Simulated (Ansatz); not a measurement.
# EuIn: spin spirals

Is the ferromagnetic state of EuIn stable against spirals with wavevectors from Γ to M? The runs shown use LAPW. Companion runs by PAW are cited.

Program: Ansatz 0.2.0. Level of theory: DFT, PBEsol, all-electron LAPW, scalar-relativistic. These are calculated values, not measurements.

## 1. The system as given

Symmetry: P4/mmm, No. 123, tetragonal system. The conventional cell has a = 3.795 Å, b = 3.795 Å, c = 4.301 Å, α = 90.00°, β = 90.00°, γ = 90.00°. Around Eu (site symmetry 4/mmm) lie 8 In at 3.44 Å and 4 Eu at 3.79 Å. In (site symmetry 4/mmm) is surrounded by 8 Eu at 3.44 Å and 4 In at 3.79 Å.

Structure file:

```xyz
2
Lattice="3.7946 0.0000 0.0000 0.0000 3.7946 0.0000 0.0000 0.0000 4.3007" Properties=species:S:1:pos:R:3 pbc="T T T"
Eu    0.0000    0.0000    0.0000
In    1.8973    1.8973    2.1504
```

Atoms are numbered in the order of the input: Eu1, In2.

## 2. Spiral at q = 0, LAPW

Input file input.yaml:

```yaml
crystal:
  lattice:
    - [3.794564, 0.0, 0.0]
    - [0.0, 3.794564, 0.0]
    - [0.0, 0.0, 4.300742]
  atoms:
    - { symbol: Eu, position: [0.0, 0.0, 0.0], spin: 6.8, spin_axis: [1.0, 0.0, 0.0] }
    - { symbol: In, position: [0.5, 0.5, 0.5] }
magnetization:
  noncollinear: true
  spin_spiral: { q: [0.0, 0.0, 0.0] }
kpoints:
  mp_grid: { grid: [12, 12, 8] }
scf:
  occupations: { method: fermi_dirac, width: 0.05 }
hamiltonian:
  xc: pbesol
  pseudopotentials: { kind: all_electron, lapw: { basis_error: 0.0005 } }
output:
  eigenvalues: false
```

On the command line:

```console
$ ansatz run input.yaml --threads 2 --pin off --max-ram 5120MiB --backend cpu --events-out ev --progress --plain --runs-dir out
```

Output:

```text
settings of this run that can trade accuracy for cost: output.eigenvalues: false. Do not mix this run's numbers with those of runs without the same settings; the input reference describes each key
LAPW: plane waves up to 7.303 Å⁻¹, error target 5.0e-4 eV per atom; small_component_spin mean_spin; In in spheres of 1.594 Å, 21 of its electrons in bands, Dirac shells []; Eu in spheres of 1.845 Å, 27 of its electrons in bands, Dirac shells []
band count auto-derived: 62 (N_el = 48.0; filled up to band 48; 58 by the electrons, moments and atoms)
Engine: ansatz 0.2.0
Pseudopotentials: kind: all_electron
Pseudopotential: Eu, LAPW, valence charge 27, Koelling and Harmon's equation, gaussian nucleus
Pseudopotential: In, LAPW, valence charge 21, Koelling and Harmon's equation, gaussian nucleus
Functional definition: PBEsol
  exchange = pbesol_x
  correlation = pbesol_c
Crystal: 2 atoms, lattice volume = 61.925 Å³
Basis set: ecut = 203.22724149146907 eV, 397 PW (Γ), exchange–correlation at level 2
Bands: 62, of which v1, the nominal top of the filled ones, is band 48 counted from 1 (47 counted from 0)
Symmetry: 16 space group operations
k-points: 140 of 1152
Spin spiral: q = (0, 0, 0) of the reciprocal vectors; moments are told in the frame that turns with it, a site's in that at the site
Non-local potential: Eu, projectors of the file, none
Non-local potential: In, projectors of the file, none
Initial density: superposition of atomic densities (chi_scale 0.1, normalization cell)
Starting moments: Σ|m| = 6.8 μB on 1 of 2 sites
Initial wavefunctions: plane waves of lowest kinetic energy (no species holds an atomic orbital)
Functional: x = pbesol(κ = 0.804, μ = 0.12345679012345678), c = pbesol(β = 0.046)
iter 1 solved again at ethr=1.76e-3 eV; its pass at ethr=1.00e-1 eV (dr2=8.44e-1 eV) is discarded
SCF iter   1: F=—  HF=-454944.420865 eV  |F-HF|=—  |Δ(HF+E_count)|=         —  Δρ=2.40e-2  dr2=8.45e-1  dr2_m=5.33e-2  ethr=1.76e-3  |M|=6.08e0 ∫|m|=6.10e0 μB  β_m=0.30  ⟨swp⟩=2.0  Hψ=54475  notcnv=0
preconditioner: auto → Kerker (q_TF=auto, 2.615 Å⁻¹)  [metal: Δε(μ)=0.000 eV  Ē_g=12.569 eV  σ=0.050 eV  W_gap=0.00  n_scr=18 (ndim 8)  ℏωp=25.0 eV  f_vac=0.000  D(μ)=13.86/eV (n_scr^D=268)]
spin=Noncollinear: Kerker preconditioning applied to the charge; magnetization (m_x, m_y, m_z) channels mix plain (no charge-response kernel on spin).
SCF iter   2: F=—  HF=-454947.049440 eV  |F-HF|=—  |Δ(HF+E_count)|=    2.63e0  Δρ=2.30e-2  dr2=8.64e-1  dr2_m=3.08e-4  ethr=1.76e-3  |M|=6.52e0 ∫|m|=6.52e0 μB  β_m=0.30  ⟨swp⟩=3.0  Hψ=27913  notcnv=0
iter 3 solved again at ethr=8.22e-5 eV; its pass at ethr=1.76e-3 eV (dr2=3.95e-2 eV) is discarded
SCF iter   3: F=—  HF=-454944.116675 eV  |F-HF|=—  |Δ(HF+E_count)|=    2.93e0  Δρ=1.41e-2  dr2=3.94e-2  dr2_m=2.81e-2  ethr=8.22e-5  |M|=7.16e0 ∫|m|=7.16e0 μB  β_m=1.00  ⟨swp⟩=2.0  Hψ=43888  notcnv=0
SCF iter   4: F=—  HF=-454943.827137 eV  |F-HF|=—  |Δ(HF+E_count)|=   2.90e-1  Δρ=8.68e-3  dr2=8.90e-2  dr2_m=1.07e-2  ethr=8.22e-5  |M|=6.84e0 ∫|m|=6.84e0 μB  β_m=0.30  ⟨swp⟩=3.0  Hψ=29303  notcnv=0
SCF iter   5: F=—  HF=-454943.829057 eV  |F-HF|=—  |Δ(HF+E_count)|=   1.92e-3  Δρ=2.43e-3  dr2=4.22e-3  dr2_m=1.01e-4  ethr=8.22e-5  |M|=7.11e0 ∫|m|=7.11e0 μB  β_m=1.00  ⟨swp⟩=2.0  Hψ=25933  notcnv=0
SCF iter   6: F=—  HF=-454943.819859 eV  |F-HF|=—  |Δ(HF+E_count)|=         —  Δρ=1.85e-3  dr2=3.99e-3  dr2_m=4.86e-4  ethr=8.78e-6  |M|=7.05e0 ∫|m|=7.05e0 μB  β_m=0.30  ⟨swp⟩=2.2  Hψ=26104  notcnv=0
the basis was enlarged: its passes take 21.6 MiB over the memory plan, 2 of 2 planned eigensolver slots
SCF iter   7: F=—  HF=-454943.822704 eV  |F-HF|=—  |Δ(HF+E_count)|=   2.85e-3  Δρ=2.22e-3  dr2=4.10e-3  dr2_m=7.01e-4  ethr=8.31e-6  |M|=7.01e0 ∫|m|=7.02e0 μB  β_m=0.30  ⟨swp⟩=2.0  Hψ=25997  notcnv=0
SCF iter   8: F=—  HF=-454943.824411 eV  |F-HF|=—  |Δ(HF+E_count)|=   1.71e-3  Δρ=1.10e-3  dr2=1.47e-3  dr2_m=3.36e-5  ethr=8.31e-6  |M|=7.09e0 ∫|m|=7.10e0 μB  β_m=1.00  ⟨swp⟩=2.0  Hψ=26004  notcnv=0
SCF iter   9: F=—  HF=-454943.821619 eV  |F-HF|=—  |Δ(HF+E_count)|=   2.79e-3  Δρ=9.96e-4  dr2=1.40e-4  dr2_m=1.41e-4  ethr=3.07e-6  |M|=7.06e0 ∫|m|=7.06e0 μB  β_m=0.30  ⟨swp⟩=2.0  Hψ=25997  notcnv=0
SCF iter  10: F=—  HF=-454943.821869 eV  |F-HF|=—  |Δ(HF+E_count)|=   2.50e-4  Δρ=5.23e-4  dr2=1.58e-5  dr2_m=3.88e-5  ethr=2.92e-7  |M|=7.07e0 ∫|m|=7.07e0 μB  β_m=1.00  ⟨swp⟩=2.0  Hψ=26003  notcnv=0
SCF iter  11: F=—  HF=-454943.822238 eV  |F-HF|=—  |Δ(HF+E_count)|=   3.69e-4  Δρ=2.67e-4  dr2=1.21e-4  dr2_m=7.43e-6  ethr=3.29e-8  |M|=7.06e0 ∫|m|=7.06e0 μB  β_m=0.30  ⟨swp⟩=3.0  Hψ=27202  notcnv=0
SCF iter  12: F=—  HF=-454943.822195 eV  |F-HF|=—  |Δ(HF+E_count)|=   4.26e-5  Δρ=2.23e-4  dr2=2.94e-5  dr2_m=7.08e-6  ethr=3.29e-8  |M|=7.07e0 ∫|m|=7.08e0 μB  β_m=1.00  ⟨swp⟩=3.0  Hψ=27115  notcnv=0
SCF iter  13: F=—  HF=-454943.822128 eV  |F-HF|=—  |Δ(HF+E_count)|=   6.72e-5  Δρ=9.51e-5  dr2=1.65e-6  dr2_m=1.28e-6  ethr=3.29e-8  |M|=7.07e0 ∫|m|=7.08e0 μB  β_m=0.30  ⟨swp⟩=2.0  Hψ=26001  notcnv=0
SCF iter  14: F=—  HF=-454943.822131 eV  |F-HF|=—  |Δ(HF+E_count)|=   3.05e-6  Δρ=1.49e-4  dr2=3.83e-6  dr2_m=3.16e-6  ethr=3.44e-9  |M|=7.07e0 ∫|m|=7.07e0 μB  β_m=0.30  ⟨swp⟩=3.0  Hψ=26402  notcnv=0
SCF iter  15: F=—  HF=-454943.822132 eV  |F-HF|=—  |Δ(HF+E_count)|=   1.61e-6  Δρ=5.19e-5  dr2=2.98e-7  dr2_m=3.82e-7  ethr=3.44e-9  |M|=7.07e0 ∫|m|=7.07e0 μB  β_m=0.30  ⟨swp⟩=2.0  Hψ=26008  notcnv=0
Mixer restart at iter 15: flushing history
spin-set hold released at iteration 15 (settled: charge residual and site-moment steps within their bounds): the magnetisation degrees of freedom join the quasi-Newton model from the next iteration; the mixer history was flushed
SCF iter  16: F=—  HF=-454943.822137 eV  |F-HF|=—  |Δ(HF+E_count)|=   4.76e-6  Δρ=8.76e-5  dr2=2.65e-6  dr2_m=1.09e-6  ethr=6.21e-10  |M|=7.07e0 ∫|m|=7.07e0 μB  β_m=0.65  ⟨swp⟩=3.0  Hψ=27038  notcnv=0  recentre
SCF iter  17: F=—  HF=-454943.822164 eV  |F-HF|=—  |Δ(HF+E_count)|=   2.73e-5  Δρ=1.40e-4  dr2=1.99e-5  dr2_m=2.78e-6  ethr=6.21e-10  |M|=7.06e0 ∫|m|=7.07e0 μB  β_m=0.77  ⟨swp⟩=3.0  Hψ=27270  notcnv=0
SCF iter  18: F=—  HF=-454943.822136 eV  |F-HF|=—  |Δ(HF+E_count)|=   2.87e-5  Δρ=1.25e-5  dr2=2.40e-7  dr2_m=2.23e-8  ethr=6.21e-10  |M|=7.07e0 ∫|m|=7.07e0 μB  β_m=0.89  ⟨swp⟩=3.0  Hψ=27906  notcnv=0
SCF iter  19: F=—  HF=-454943.822135 eV  |F-HF|=—  |Δ(HF+E_count)|=   2.68e-7  Δρ=1.77e-6  dr2=3.33e-9  dr2_m=2.96e-10  ethr=5.00e-10  |M|=7.07e0 ∫|m|=7.07e0 μB  β_m=0.77  ⟨swp⟩=2.0  Hψ=26002  notcnv=0
SCF iter  20: F=-454943.822135 eV  HF=-454943.822135 eV  |F-HF|=4.54e-9  |Δ(HF+E_count)|=   1.43e-8  Δρ=1.15e-6  dr2=1.40e-9  dr2_m=1.88e-10  ethr=6.94e-12  |M|=7.07e0 ∫|m|=7.08e0 μB  ⟨swp⟩=2.6  Hψ=26093  notcnv=0
SCF 1 converged in 20 iterations: F = -454943.822135 eV  dr2 = 1.40e-9
WARN: this state was not checked for a lower one beside it: the run's test of it (scf.lower_state_search) could not run behind this SCF: none is made under non-collinear spin (noncollinear)
SCF converged after 20 iterations
Magnetization: |M| = 7.0696 μB,  M = (+7.0696, +0.0000, +0.0000) μB
Absolute magnetization: 7.0751 μB (∫|m|)
  site 0: m = (+6.9388, +0.0000, +0.0000) μB, |m| = 6.9388 μB  (R = 1.84 Å)
  site 1: m = (+0.0329, -0.0000, +0.0000) μB, |m| = 0.0329 μB  (R = 1.59 Å)
Free energy (F): -454943.822135 eV
Harris-Foulkes:  -454943.822135 eV  (|F-HF|=4.54e-9)
Internal energy: -454943.801091 eV  (E = F + TS)
E sigma→0 (E₀):  -454943.811613 eV
Entropy (-TS):   -0.021044 eV (-10.522 meV/atom)
Fermi energy:    12.928214 eV
--- Per-component energies (eV) ---
  E_band       = -1699.050107
  E_kinetic    = 487642.179297
  E_xc         = -10797.619398
  E_electrostatic = -931788.360990  (all electrons and nuclei)
  E_smearing   = -0.021044  (= −TS)
  E_closure    = 0.000000  (closes the sum)
  E_atoms      = -454929.323148  (free atoms, spherical and without spin; not in F)
  Σ components = -454943.822135   (vs F -454943.822135, Δ=0.00e0)
  Basis errors (estimates in eV, not in F): energy 8.9e-5 per atom: plane waves 5.8e-5 (2.9e-5 summed), levels above the bands 3.4e-39, relativity 1.1e-8, radial functions 3.1e-5, core shells 2.7e-7; eigenvalues (radial functions only) 9.6e-7; not estimated: angular momenta, meshes, grids; target (lapw.basis_error) 5.0e-4; muffin-tin radii In 1.594 Å, Eu 1.845 Å
settings of this run that can trade accuracy for cost: output.eigenvalues: false. Do not mix this run's numbers with those of runs without the same settings; the input reference describes each key
```

Run time: 6.1 min. Hardware: 2 threads of Intel Xeon Platinum 8259CL at 2.50GHz (Skylake/Cascade Lake), shared host; peak memory 1.7 GiB.

Read from it: moment of the cell in the turning frame 7.07 μB; moments (x, y, z) Eu1 (6.94, 0.00, 0.00), In2 (0.03, 0.00, 0.00) μB.

## 3. Spiral at 0.833 of the way from Γ to M, LAPW

Changes to input.yaml since step 2:

```diff
@@ -10,5 +10,5 @@
   noncollinear: true
-  spin_spiral: { q: [0.0, 0.0, 0.0] }
+  spin_spiral: { q: [0.4166666667, 0.4166666667, 0.0] }
 kpoints:
-  mp_grid: { grid: [12, 12, 8] }
+  mp_grid: { grid: [12, 12, 8], shift: [0.5, 0.5, 0.0] }
 scf:
```

On the command line:

```console
$ ansatz run input.yaml --threads 2 --pin off --max-ram 5120MiB --backend cpu --events-out ev --progress --plain --runs-dir out
```

Output:

```text
settings of this run that can trade accuracy for cost: output.eigenvalues: false. Do not mix this run's numbers with those of runs without the same settings; the input reference describes each key
LAPW: plane waves up to 7.303 Å⁻¹, error target 5.0e-4 eV per atom; small_component_spin mean_spin; In in spheres of 1.594 Å, 21 of its electrons in bands, Dirac shells []; Eu in spheres of 1.845 Å, 27 of its electrons in bands, Dirac shells []
band count auto-derived: 62 (N_el = 48.0; filled up to band 48; 58 by the electrons, moments and atoms)
[... 7 set-up lines as earlier in the session ...]
Crystal: 2 atoms, lattice volume = 61.925 Å³
Basis set: ecut = 203.22724149146907 eV, 445 PW (Γ), exchange–correlation at level 2
Bands: 62, of which v1, the nominal top of the filled ones, is band 48 counted from 1 (47 counted from 0)
Symmetry: 4 space group operations
k-points: 210 of 1152
Spin spiral: q = (0.4166666667, 0.4166666667, 0) of the reciprocal vectors; moments are told in the frame that turns with it, a site's in that at the site
[... 3 set-up lines as earlier in the session ...]
Starting moments: Σ|m| = 6.8 μB on 1 of 2 sites
[... 2 set-up lines as earlier in the session ...]
iter 1 solved again at ethr=1.72e-3 eV; its pass at ethr=1.00e-1 eV (dr2=8.25e-1 eV) is discarded
SCF iter   1: F=—  HF=-454944.395295 eV  |F-HF|=—  |Δ(HF+E_count)|=         —  Δρ=2.37e-2  dr2=8.26e-1  dr2_m=6.04e-2  ethr=1.72e-3  |M|=5.69e0 ∫|m|=6.05e0 μB  β_m=0.30  ⟨swp⟩=2.0  Hψ=81699  notcnv=0
preconditioner: auto → Kerker (q_TF=auto, 2.615 Å⁻¹)  [metal: Δε(μ)=0.000 eV  Ē_g=12.572 eV  σ=0.050 eV  W_gap=0.00  n_scr=18 (ndim 8)  ℏωp=25.0 eV  f_vac=0.000  D(μ)=13.29/eV (n_scr^D=260)]
spin=Noncollinear: Kerker preconditioning applied to the charge; magnetization (m_x, m_y, m_z) channels mix plain (no charge-response kernel on spin).
SCF iter   2: F=—  HF=-454946.721034 eV  |F-HF|=—  |Δ(HF+E_count)|=    2.33e0  Δρ=1.86e-2  dr2=5.49e-1  dr2_m=3.91e-3  ethr=1.72e-3  |M|=6.46e0 ∫|m|=6.79e0 μB  β_m=1.00  ⟨swp⟩=3.0  Hψ=42015  notcnv=0
iter 3 solved again at ethr=9.08e-5 eV; its pass at ethr=1.14e-3 eV (dr2=4.36e-2 eV) is discarded
SCF iter   3: F=—  HF=-454944.205020 eV  |F-HF|=—  |Δ(HF+E_count)|=    2.52e0  Δρ=8.59e-3  dr2=4.36e-2  dr2_m=1.05e-2  ethr=9.08e-5  |M|=6.78e0 ∫|m|=7.16e0 μB  β_m=1.00  ⟨swp⟩=2.0  Hψ=66688  notcnv=0
SCF iter   4: F=—  HF=-454943.927807 eV  |F-HF|=—  |Δ(HF+E_count)|=   2.77e-1  Δρ=1.54e-2  dr2=2.64e-1  dr2_m=3.39e-2  ethr=9.08e-5  |M|=6.18e0 ∫|m|=6.57e0 μB  β_m=0.30  ⟨swp⟩=3.0  Hψ=44593  notcnv=0
SCF iter   5: F=—  HF=-454943.892485 eV  |F-HF|=—  |Δ(HF+E_count)|=   3.53e-2  Δρ=3.84e-3  dr2=1.15e-2  dr2_m=2.12e-3  ethr=9.08e-5  |M|=6.75e0 ∫|m|=7.15e0 μB  β_m=1.00  ⟨swp⟩=2.8  Hψ=42011  notcnv=0
SCF iter   6: F=—  HF=-454943.866867 eV  |F-HF|=—  |Δ(HF+E_count)|=         —  Δρ=2.70e-3  dr2=7.16e-3  dr2_m=3.73e-5  ethr=2.40e-5  |M|=6.74e0 ∫|m|=7.15e0 μB  β_m=0.30  ⟨swp⟩=2.0  Hψ=37615  notcnv=0
the basis was enlarged: its passes take 19.3 MiB over the memory plan, 2 of 2 planned eigensolver slots
SCF iter   7: F=—  HF=-454943.855083 eV  |F-HF|=—  |Δ(HF+E_count)|=   1.18e-2  Δρ=8.14e-3  dr2=5.05e-2  dr2_m=9.46e-3  ethr=1.49e-5  |M|=6.44e0 ∫|m|=6.84e0 μB  β_m=0.30  ⟨swp⟩=3.0  Hψ=43123  notcnv=0
SCF iter   8: F=—  HF=-454943.825159 eV  |F-HF|=—  |Δ(HF+E_count)|=   2.99e-2  Δρ=8.37e-4  dr2=3.70e-4  dr2_m=2.87e-5  ethr=1.49e-5  |M|=6.66e0 ∫|m|=7.08e0 μB  β_m=1.00  ⟨swp⟩=2.0  Hψ=40319  notcnv=0
SCF iter   9: F=—  HF=-454943.824153 eV  |F-HF|=—  |Δ(HF+E_count)|=   1.01e-3  Δρ=4.52e-4  dr2=1.33e-4  dr2_m=3.77e-5  ethr=7.70e-7  |M|=6.65e0 ∫|m|=7.07e0 μB  β_m=0.30  ⟨swp⟩=2.9  Hψ=39275  notcnv=0
SCF iter  10: F=—  HF=-454943.824266 eV  |F-HF|=—  |Δ(HF+E_count)|=   1.13e-4  Δρ=3.23e-4  dr2=7.80e-5  dr2_m=2.37e-5  ethr=2.76e-7  |M|=6.65e0 ∫|m|=7.07e0 μB  β_m=0.30  ⟨swp⟩=2.0  Hψ=39000  notcnv=0
SCF iter  11: F=—  HF=-454943.824295 eV  |F-HF|=—  |Δ(HF+E_count)|=   2.87e-5  Δρ=4.21e-4  dr2=1.47e-5  dr2_m=3.09e-5  ethr=1.62e-7  |M|=6.64e0 ∫|m|=7.06e0 μB  β_m=0.30  ⟨swp⟩=2.0  Hψ=38998  notcnv=0
SCF iter  12: F=—  HF=-454943.824389 eV  |F-HF|=—  |Δ(HF+E_count)|=   9.43e-5  Δρ=3.16e-4  dr2=1.73e-5  dr2_m=1.78e-5  ethr=3.06e-8  |M|=6.64e0 ∫|m|=7.06e0 μB  β_m=0.30  ⟨swp⟩=3.0  Hψ=39348  notcnv=0
SCF iter  13: F=—  HF=-454943.824436 eV  |F-HF|=—  |Δ(HF+E_count)|=   4.74e-5  Δρ=1.37e-4  dr2=7.33e-7  dr2_m=4.76e-6  ethr=3.06e-8  |M|=6.64e0 ∫|m|=7.07e0 μB  β_m=0.30  ⟨swp⟩=2.7  Hψ=39170  notcnv=0
SCF iter  14: F=—  HF=-454943.824456 eV  |F-HF|=—  |Δ(HF+E_count)|=   1.93e-5  Δρ=1.34e-4  dr2=1.10e-6  dr2_m=3.91e-6  ethr=1.53e-9  |M|=6.64e0 ∫|m|=7.06e0 μB  β_m=0.30  ⟨swp⟩=3.0  Hψ=41159  notcnv=0
Mixer restart at iter 14: flushing history
spin-set hold released at iteration 14 (site moments contracting): the magnetisation degrees of freedom join the quasi-Newton model from the next iteration; the mixer history was flushed
SCF iter  15: F=—  HF=-454943.824471 eV  |F-HF|=—  |Δ(HF+E_count)|=   1.53e-5  Δρ=7.80e-5  dr2=1.78e-7  dr2_m=1.70e-6  ethr=1.53e-9  |M|=6.64e0 ∫|m|=7.07e0 μB  β_m=0.53  ⟨swp⟩=3.0  Hψ=40421  notcnv=0
SCF iter  16: F=—  HF=-454943.824570 eV  |F-HF|=—  |Δ(HF+E_count)|=   9.89e-5  Δρ=1.98e-4  dr2=5.52e-5  dr2_m=5.76e-6  ethr=3.71e-10  |M|=6.64e0 ∫|m|=7.06e0 μB  β_m=0.28  ⟨swp⟩=4.0  Hψ=45794  notcnv=0  recentre
SCF iter  17: F=—  HF=-454943.824490 eV  |F-HF|=—  |Δ(HF+E_count)|=   7.98e-5  Δρ=3.30e-5  dr2=1.33e-7  dr2_m=2.75e-7  ethr=3.71e-10  |M|=6.64e0 ∫|m|=7.07e0 μB  β_m=0.66  ⟨swp⟩=3.1  Hψ=42942  notcnv=0
SCF iter  18: F=—  HF=-454943.824492 eV  |F-HF|=—  |Δ(HF+E_count)|=   1.97e-6  Δρ=2.20e-5  dr2=3.34e-8  dr2_m=9.08e-8  ethr=2.77e-10  |M|=6.65e0 ∫|m|=7.07e0 μB  β_m=0.83  ⟨swp⟩=3.0  Hψ=41303  notcnv=0
SCF iter  19: F=—  HF=-454943.824492 eV  |F-HF|=—  |Δ(HF+E_count)|=   4.70e-7  Δρ=2.67e-6  dr2=1.11e-8  dr2_m=7.95e-10  ethr=6.96e-11  |M|=6.65e0 ∫|m|=7.07e0 μB  β_m=0.76  ⟨swp⟩=3.5  Hψ=43764  notcnv=0
SCF iter  20: F=-454943.824492 eV  HF=-454943.824492 eV  |F-HF|=1.20e-8  |Δ(HF+E_count)|=   3.67e-9  Δρ=1.41e-6  dr2=3.28e-9  dr2_m=8.49e-11  ethr=2.31e-11  |M|=6.65e0 ∫|m|=7.07e0 μB  ⟨swp⟩=3.0  Hψ=39731  notcnv=0
SCF 1 converged in 20 iterations: F = -454943.824492 eV  dr2 = 3.28e-9
WARN: this state was not checked for a lower one beside it: the run's test of it (scf.lower_state_search) could not run behind this SCF: none is made under non-collinear spin (noncollinear)
SCF converged after 20 iterations
Magnetization: |M| = 6.6453 μB,  M = (+6.6453, +0.0000, +0.0000) μB
Absolute magnetization: 7.0688 μB (∫|m|)
  site 0: m = (+6.9135, +0.0000, +0.0000) μB, |m| = 6.9135 μB  (R = 1.84 Å)
  site 1: m = (+0.0027, -0.0000, +0.0000) μB, |m| = 0.0027 μB  (R = 1.59 Å)
Free energy (F): -454943.824492 eV
Harris-Foulkes:  -454943.824492 eV  (|F-HF|=1.20e-8)
Internal energy: -454943.806273 eV  (E = F + TS)
E sigma→0 (E₀):  -454943.815383 eV
Entropy (-TS):   -0.018219 eV (-9.110 meV/atom)
Fermi energy:    12.951670 eV
--- Per-component energies (eV) ---
  E_band       = -1698.913014
  E_kinetic    = 487642.183329
  E_xc         = -10797.628158
  E_electrostatic = -931788.361444  (all electrons and nuclei)
  E_smearing   = -0.018219  (= −TS)
  E_closure    = 0.000000  (closes the sum)
  E_atoms      = -454929.323148  (free atoms, spherical and without spin; not in F)
  Σ components = -454943.824492   (vs F -454943.824492, Δ=0.00e0)
  Basis errors (estimates in eV, not in F): energy 9.8e-5 per atom: plane waves 5.6e-5 (3.0e-5 summed), levels above the bands 1.8e-38, relativity 1.1e-8, radial functions 4.1e-5, core shells 2.7e-7; eigenvalues (radial functions only) 7.5e-7; not estimated: angular momenta, meshes, grids; target (lapw.basis_error) 5.0e-4; muffin-tin radii In 1.594 Å, Eu 1.845 Å
settings of this run that can trade accuracy for cost: output.eigenvalues: false. Do not mix this run's numbers with those of runs without the same settings; the input reference describes each key
```

Run time: 10 min. Hardware: 2 threads of Intel Xeon Platinum 8259CL at 2.50GHz (Skylake/Cascade Lake), shared host; peak memory 2.2 GiB.

In short: moment of the cell in the turning frame 6.65 μB; moments (x, y, z) Eu1 (6.91, 0.00, 0.00) μB.

(Part 1 of 2 ends here.)
